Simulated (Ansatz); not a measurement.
# RbTa2As3: the cost of one run

Computed with Ansatz 0.2.0 (DFT PBE, scalar-relativistic, plane waves, PAW, unless a step's input says otherwise).

2 further runs of the same task are left out: 1 that didn't finish, 1 set aside as unsound or not needed.

### Step 1. The structure to begin with

It takes space group P6/mmm (No. 191, hexagonal). The conventional cell has a = 5.897 Å, b = 5.897 Å, c = 4.648 Å, α = 90.00°, β = 90.00°, γ = 120.00°. Rb (site symmetry 6/mmm) has 6 Ta at 3.40 Å and 12 As at 3.75 Å as nearest neighbours. Ta (site symmetry -6m2) is surrounded by 6 As at 2.88 Å. As (site symmetry mmm) has 4 Ta at 2.88 Å and 4 As at 2.95 Å and 4 Rb at 3.75 Å as nearest neighbours.

Structure file:

```xyz
6
Lattice="5.8973 0.0000 0.0000 -2.9487 5.1072 0.0000 0.0000 0.0000 4.6477" Properties=species:S:1:pos:R:3 pbc="T T T"
Rb    0.0000    0.0000    0.0000
Ta    2.9487    1.7024    0.0000
Ta    0.0000    3.4048    0.0000
As    2.9487    0.0000    2.3239
As    1.4743    2.5536    2.3239
As   -1.4743    2.5536    2.3239
```

A structure generator made this guess: species swapped into a database cell of LaGa3Pd2 (P6/mmm, No. 191), with Rb on the La sites, As on the Ga sites and Ta on the Pd sites. Its size is a rough estimate.

### Step 2. The guess as it stands, on a coarse mesh

input.yaml

```yaml
crystal:
  lattice:
    - [5.89732116, 0.0, 0.0]
    - [-2.94866058, 5.10722994, 0.0]
    - [0.0, 0.0, 4.64773211]
  atoms:
    - { symbol: Rb, position: [0.0, 0.0, 0.0] }
    - { symbol: Ta, position: [0.66666667, 0.33333333, 0.0] }
    - { symbol: Ta, position: [0.33333333, 0.66666667, 0.0] }
    - { symbol: As, position: [0.5, 0.0, 0.5] }
    - { symbol: As, position: [0.5, 0.5, 0.5] }
    - { symbol: As, position: [0.0, 0.5, 0.5] }
basis:
  ecutwfc: 420
kpoints:
  mp_grid: { grid: [3, 3, 4] }
hamiltonian:
  xc: pbe
scf:
  occupations: { method: gaussian, width: 0.1 }
  lower_state_search: "off"
output:
  forces: true
  stress: true
  eigenvalues: true
```

Run with:

```console
$ ansatz run input.yaml --threads 1 --pin off --max-ram 2048MiB --backend cpu --events-out ev --progress --plain --runs-dir out
```

**Question.** How long does this run take on 1 thread of Arm Neoverse V1, shared host, and how much memory does it need?

About 5.6 s, with a peak of 0.4 GiB.
